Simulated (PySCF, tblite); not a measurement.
# C₄H₁₁GeNS: geometry, infrared bands and NMR shifts

What infrared bands and NMR shifts should C₄H₁₁GeNS (`C=[C](C)[Ge@@H]([NH2])[S]C`) show?

Programs: tblite 0.8.0 and PySCF 2.14.0, with density-fitted response routines of our own. Each step states its level of theory. These are calculated values for one molecule in the gas phase, unless marked as measured. Atoms count from 0, in the outputs and in this text.

## 1. Starting geometry

18 atoms, charge 0, multiplicity 1; geometry from: force field or distance geometry start.

Bonds of the start (Å): C0–C1 1.34, C1–C2 1.47, C1–Ge3 1.93, Ge3–N4 1.87, Ge3–S5 2.21, S5–C6 1.82, C0–H7 1.10, C0–H8 1.08, C2–H9 1.11, C2–H10 1.11, C2–H11 1.10, Ge3–H12 1.54, N4–H13 1.05, N4–H14 1.06, C6–H15 1.13, C6–H16 1.11, C6–H17 1.11.

## 2. Optimising the geometry with GFN2-xTB

The job: settings as JSON, then the geometry in Å.

```
{"job": {"kind": "relax", "xc": "GFN2-xTB", "basis": "xTB"}, "charge": 0, "multiplicity": 1}
C     -0.750600    -1.873100     0.022900
C     -1.217200    -0.733500    -0.514400
C     -2.637200    -0.505900    -0.828700
Ge     0.021900     0.702600    -0.888800
N      0.068500     1.830100     0.607100
S      2.033300    -0.090800    -1.352100
C      3.200400     0.127400     0.025200
H     -1.461300    -2.684900     0.242400
H      0.293400    -2.023400     0.255200
H     -2.770700     0.535000    -1.204000
H     -3.264500    -0.670100     0.076900
H     -2.932800    -1.193100    -1.629700
H     -0.515300     1.447500    -2.128600
H     -0.931000     1.991300     0.890000
H      0.534100     2.721000     0.278800
H      3.253900    -0.846600     0.595900
H      2.853000     0.955300     0.672000
H      4.213400     0.317300    -0.396700
```

Run with:

```console
$ OMP_NUM_THREADS=1 python probes_run.py task.json out
```

The driver reads the jobs from task.json and runs them one after another.

**Question.** This job is followed by: GFN2-xTB harmonic vibrations, gas phase; GIAO PBE0/pcSseg-1 NMR shielding, non-relativistic, gas phase. Predict these results of the whole session: strongest single infrared mode (GFN2-xTB); zero-point energy (GFN2-xTB); ¹³C shifts against TMS (PBE0/pcSseg-1); ¹H shifts against TMS (PBE0/pcSseg-1, means over atoms taken as alike); ⁷³Ge shifts against GeMe4 (PBE0/pcSseg-1); ¹⁵N shifts against NH3 (PBE0/pcSseg-1); ³³S shifts against CS2 (PBE0/pcSseg-1); surface potential, 1st and 99th percentile.

As calculated:

```
                                                              quantity                                    value
                             strongest single infrared mode (GFN2-xTB)                    1751 cm⁻¹, 486 km/mol
                                          zero-point energy (GFN2-xTB)                            86.6 kcal/mol
                                ¹³C shifts against TMS (PBE0/pcSseg-1)             152.3, 131.6, 26.2, 12.3 ppm
¹H shifts against TMS (PBE0/pcSseg-1, means over atoms taken as alike)  6.20, 5.83, 5.81, 2.14, 2.12, -0.12 ppm
                             ⁷³Ge shifts against GeMe4 (PBE0/pcSseg-1)                                   11 ppm
                                ¹⁵N shifts against NH3 (PBE0/pcSseg-1)                                  9.6 ppm
                                ³³S shifts against CS2 (PBE0/pcSseg-1)                                 -172 ppm
                                 surface potential, 1st and 99th percentile                       -1.13 V and 1.36 V
```

The optimisation took 215 steps and gained 0.519 eV; among the close pairs (by a distance rule), C1–Ge3 changed most, from 1.933 to 1.981 Å. All 48 modes are real, so the xTB geometry is a minimum. The strongest single mode, at 1751 cm⁻¹, moves mainly H12. GFN2-xTB is a fitted tight-binding method: band positions and strengths are rough. Its intensities can rank the bands wrongly. C1 (fully substituted alkene carbon) lies farthest downfield among carbon, at 152.3 ppm; an sp2 carbon of a C=C bond. At PBE0/pcSseg-1: The widest tensor belongs to C1: span 229 ppm, with a paramagnetic part of -231 ppm. Spin-orbit coupling is left out, which matters for shieldings and couplings at and beside the heavy atoms.
